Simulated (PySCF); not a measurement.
# CSe (CSe): the cost of one run

The runs use PySCF 2.14.0, with density-fitted response routines of our own; the level of theory stands in each step. All values are computed, except where a source is named. Atoms are numbered from 0 throughout.

### 1 Starting geometry

2 atoms, charge 0, multiplicity 1; geometry from: GFN2-xTB. The atoms were then displaced at random by about 0.01 Å, so the start is not that level's minimum.

Bonds of the start (Å): C0–Se1 1.68.

### 2 Optimising the geometry at PBE0-D3(BJ)/def2-SVP

What the job is given:

```
{"job": {"xc": "PBE0", "basis": "def2-SVP", "d3": "d3bj", "grid": 1, "shake": 0.01, "kind": "geom"}, "charge": 0, "multiplicity": 1}
C      0.848870    -0.028040     0.000850
Se    -0.831380    -0.000770    -0.012980
```

On the command line:

```console
$ OMP_NUM_THREADS=1 python probes_run.py task.json out
```

The driver reads the jobs from task.json and runs them one after another.

Q: Estimate the wall time and peak memory of this first job on 1 thread of Intel Xeon Platinum 8488C, shared host.

About 3.2 s, with a peak of 0.26 GiB.
